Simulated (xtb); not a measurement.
# GFN1-xTB run of Si2H3Cl2OF (SMILES O[SiH](Cl)[SiH](F)Cl)

We compute a geometry optimisation of Si2H3Cl2OF. 

The calculation is run with xtb 6.7.1.

1 further run of the same task is left out (set aside as unsound or not needed).

## (1) The structure to begin with

Si2H3Cl2OF: 9 atoms, total charge 0, spin state singlet. As SMILES, `O[SiH](Cl)[SiH](F)Cl`. All atoms were displaced at random from a relaxed shape. The run starts from this shape.

Bond lengths: O1–Si2 1.655 Å, Si2–Cl3 2.076 Å, Si2–Si4 2.475 Å, Si4–F5 1.472 Å, Si4–Cl6 1.991 Å, O1–H7 1.056 Å, Si2–H8 1.294 Å, Si4–H9 1.520 Å. Some angles: O1–Si2–Cl3 113.8°, O1–Si2–Si4 103.9°, Cl3–Si2–Si4 102.1°, Si2–Si4–F5 113.5°, Si2–Si4–Cl6 108.4°, F5–Si4–Cl6 105.2°, O1–Si2–H8 104.3°, Cl3–Si2–H8 115.2°, Si4–Si2–H8 117.5°, Si2–O1–H7 123.2°.

## (2) A geometry optimisation at GFN1-xTB

Contents of detailed.inp:

```
$opt
   hessian=lindh-d2
$end
```

Contents of struc.xyz:

```xyz
9
Cl2FH3OSi2
O      0.33712    -1.64463    -1.10492
Si    -0.22732    -0.08970    -1.16024
Cl     1.08023     1.24402    -2.06604
Si    -0.16645     0.64870     1.20145
F      1.03926     0.20950     1.92184
Cl    -1.68850    -0.20089     2.16325
H      1.26942    -1.90611    -0.68305
H     -1.38777    -0.19176    -1.72408
H     -0.36991     2.14404     1.38126
```

Run with:

```sh
$ xtb struc.xyz -I detailed.inp --gfn1 -o tight | tee run.log
```

What values should one expect? Wanted: total energy at the end; dipole moment; HOMO energy; LUMO energy; HOMO–LUMO gap; dispersion energy.

Answer, from the run:

Level: GFN1-xTB.

| quantity | value |
| --- | --- |
| total energy at the end | -23.99007 Eh |
| dipole moment | 2.10 D |
| HOMO energy | -10.87 eV |
| LUMO energy | -5.91 eV |
| HOMO–LUMO gap | 4.96 eV |
| dispersion energy | -11.00 kJ/mol |

In words: At the final geometry: Bond lengths: O1–Si2 1.614 Å, Si2–Cl3 2.033 Å, Si2–Si4 2.355 Å, Si4–F5 1.605 Å, Si4–Cl6 2.028 Å, O1–H7 0.947 Å, Si2–H8 1.458 Å, Si4–H9 1.458 Å. Some angles: O1–Si2–Cl3 109.9°, O1–Si2–Si4 108.8°, Cl3–Si2–Si4 111.7°, Si2–Si4–F5 108.0°, Si2–Si4–Cl6 113.7°, F5–Si4–Cl6 106.7°, O1–Si2–H8 104.2°, Cl3–Si2–H8 105.6°, Si4–Si2–H8 116.4°, Si2–O1–H7 174.7°. The optimisation took 53 steps and changed the energy by -1.282 eV.
